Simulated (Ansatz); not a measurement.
**C₂H₇FInN: a ladder of functionals and wavefunction methods**

An exercise on one series of results from a longer session: the logs are not shown, and one member is left open.

The runs use Ansatz 0.2.0, Gaussian basis; functionals in def2-TZVPP, the program's frozen cores in correlated methods.

The runs, in order: LDA (SPW92), PBE-D4, revPBE-D4, BLYP-D4, r2SCAN-D4, B97M-V, PBE0-D4, B3LYP-D4, r2SCANh-D4, r2SCAN0-D4, HSE06-D4, BHLYP-D4, CAM-B3LYP-D4, LC-ωPBE, ωB97X-V, ωB97M-V, B2PLYP, PBE-QIDH; CCSD(T)/def2-SVP; CCSD(T)/def2-TZVPP; MP2/def2-QZVPP; extrapolation to the limit; RPA on PBE.

### The relaxed structure

All runs share one geometry, relaxed beforehand with PBE0-D4 in a triple-zeta def2 set. In takes the def2 core potential; no spin-orbit term is included.

SMILES `C[N](C)[InH][F]`, 12 atoms, charge 0, spin multiplicity 1.

Atoms are counted from 1 here; the program's logs count them from 0.

Bond lengths: C1–N2 1.441 Å, C1–H6 1.100 Å, C1–H7 1.100 Å, C1–H8 1.091 Å, N2–C3 1.438 Å, N2–In4 1.991 Å, C3–H9 1.101 Å, C3–H10 1.093 Å, C3–H11 1.101 Å, In4–F5 1.963 Å, In4–H12 1.686 Å. Angles: N2–C1–H6 111.4°, N2–C1–H7 111.4°, N2–C1–H8 110.7°, H6–C1–H7 107.2°, H6–C1–H8 108.0°, H7–C1–H8 108.0°, C1–N2–C3 113.5°, C1–N2–In4 121.7°, C3–N2–In4 124.8°, N2–C3–H9 111.6°, N2–C3–H10 111.4°, N2–C3–H11 111.6°, H9–C3–H10 107.5°, H9–C3–H11 107.0°, H10–C3–H11 107.5°, N2–In4–F5 105.3°, N2–In4–H12 136.5°, F5–In4–H12 118.3°.

Set-up of the first run:

in.yaml reads:

```yaml
crystal:
  periodic: [false, false, false]
  atoms:
    - {symbol: C, position_ang: [-1.029889, -0.888525, 0.224401]}
    - {symbol: N, position_ang: [0.075817, 0.011919, 0.014543]}
    - {symbol: C, position_ang: [1.301244, -0.432517, 0.622494]}
    - {symbol: In, position_ang: [-0.131601, 1.696083, -1.026095]}
    - {symbol: F, position_ang: [-2.014043, 1.731353, -1.581500]}
    - {symbol: H, position_ang: [-1.241524, -1.020607, 1.296133]}
    - {symbol: H, position_ang: [-0.818915, -1.885800, -0.190053]}
    - {symbol: H, position_ang: [-1.933735, -0.507958, -0.254188]}
    - {symbol: H, position_ang: [1.196056, -0.544952, 1.712415]}
    - {symbol: H, position_ang: [2.115687, 0.273971, 0.442724]}
    - {symbol: H, position_ang: [1.618732, -1.409822, 0.227926]}
    - {symbol: H, position_ang: [0.862161, 2.976855, -1.488802]}
basis:
  gaussian: {orbitals: def2-TZVPP}
hamiltonian: {xc: lda}
output: {orbitals: {seedname: orbitals}}
```

Launch:

```console
$ ansatz run in.yaml --threads 4 --pin off --events-out ev --progress --plain --max-ram 10444MiB
```

Steps of the session up to this table: LDA; PBE-D4 (GGA); revPBE-D4 (GGA); BLYP-D4 (GGA); r2SCAN-D4 (meta-GGA); B97M-V (meta-GGA); B3LYP-D4 (hybrid); r2SCANh-D4 (hybrid); r2SCAN0-D4 (hybrid); HSE06-D4 (hybrid); BHLYP-D4 (hybrid); CAM-B3LYP-D4 (range-separated); LC-ωPBE (range-separated); ωB97X-V (range-separated); ωB97M-V (range-separated); B2PLYP (double hybrid); PBE-QIDH (double hybrid).

One of the session's tables, all rows but one given; the rest of the session is left out.

It belongs to the step «Orbital energies across the functionals». 

```
  functional  HOMO (eV)  gap (eV)
 LDA (SPW92)      -5.26      3.29
      PBE-D4      -5.10      3.36
   revPBE-D4      -5.03      3.39
     BLYP-D4      -5.02      3.29
   r2SCAN-D4      -5.30      3.82
      B97M-V      -5.42      3.63
     PBE0-D4      -6.30      5.22
    B3LYP-D4      -6.13      4.77
  r2SCANh-D4      -5.75      4.51
  r2SCAN0-D4      -6.45      5.54
    HSE06-D4      -5.90      4.47
    BHLYP-D4      -7.48      6.96
CAM-B3LYP-D4      -7.66      7.32
     LC-ωPBE      -8.94      9.67
     ωB97X-V          ?         ?
     ωB97M-V      -8.56      8.82
```

Q: Estimate the row for ωB97X-V from the others.

As computed: HOMO (eV): -8.63; gap (eV): 9.23. In the column «HOMO (eV)» it lies between LC-ωPBE (-8.94) and ωB97M-V (-8.56).
